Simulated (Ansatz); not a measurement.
MgH2 and its free atoms, a cohesive energy from free atoms

Program: Ansatz 0.2.0, Python API.

Interactive session:
```pycon
>>> from collections import Counter
>>> import ansatz
>>> def counts(outcome):
...     return Counter(site.symbol for site in outcome.lattice.sites)
...
>>> UNPAIRED = {"Mg": 0, "H": 1}  # unpaired electrons of the free atoms
>>> def run_phase(name, crystal):
...     calc = crystal.calculation()
...     calc = calc.basis(16 * ansatz.Ha).functional(ansatz.Functional.LDA)
...     calc = calc.kpoints(spacing=0.36)
...     calc = calc.occupations("fermi_dirac", width=0.02)
...     if name.endswith(" atom"):
...         calc = calc.kpoints(1, 1, 1).occupations("fermi_dirac", width=0.01)
...         if UNPAIRED[name.split()[0]]:
...             calc = calc.spin("collinear")
...         return calc.run(threads=1, backend="cpu")
...     calc = calc.relax(force_tolerance=0.03, max_steps=40, cell=True)
...     return calc.run(threads=1, backend="cpu")
...
>>> phases = {}
>>> mgh2 = (
...     ansatz.Lattice.fcc(4.762134)
...     .space_group(225)
...     .atom("Mg", (0.0, 0.0, 0.0))
...     .atom("H", (0.25, 0.25, 0.75))
...     .primitive()
... )
>>> phases["MgH2"] = mgh2
>>> # free atoms: a low-symmetry box, moments by the rule of Hund
>>> for element, moment in UNPAIRED.items():
...     phases[f"{element} atom"] = ansatz.Lattice.orthorhombic(10.0, 10.5, 11.0).atom(element, (0.5, 0.5, 0.5), moment=moment or None)
...
>>> done = {name: run_phase(name, crystal) for name, crystal in phases.items()}
>>> for element in UNPAIRED:
...     atom = done[f"{element} atom"].report
...     print(f"{element} atom: {atom['energy_sigma0_ev']:.4f} eV, moment {atom['magnetization_mub']:.2f} muB")
...
Mg atom: -1899.8409 eV, moment 0.00 muB
H atom: -13.0252 eV, moment 1.00 muB
>>> solid = done["MgH2"]
>>> n = counts(solid)
>>> binding = (sum(k * done[f"{e} atom"].report["energy_sigma0_ev"] for e, k in n.items()) - solid.report["energy_sigma0_ev"]) / sum(n.values())
>>> print(f"cohesive energy {binding:.3f} eV/atom = {96.4853 * binding:.0f} kJ/mol of atoms (no zero-point energy)")
cohesive energy 2.438 eV/atom = 235 kJ/mol of atoms (no zero-point energy)
```

Reading the output:
- Absolute energies stand on the zero of these potentials, so only differences at equal settings mean something.
- Other magnetic orders than the one started from may lie lower.
- For the metals among these phases the mesh is modest: differences between phases can be off by up to 40 meV an atom.
- The cells come from databases of deposited and of computed structures, and not all need be stable phases.
- Free atoms in a box carry small image and symmetry errors, and spin-orbit coupling is left out.
- Hardware and time: 12 s on 1 thread of Arm Neoverse V1, with other jobs on the host, peak memory 0.7 GiB.
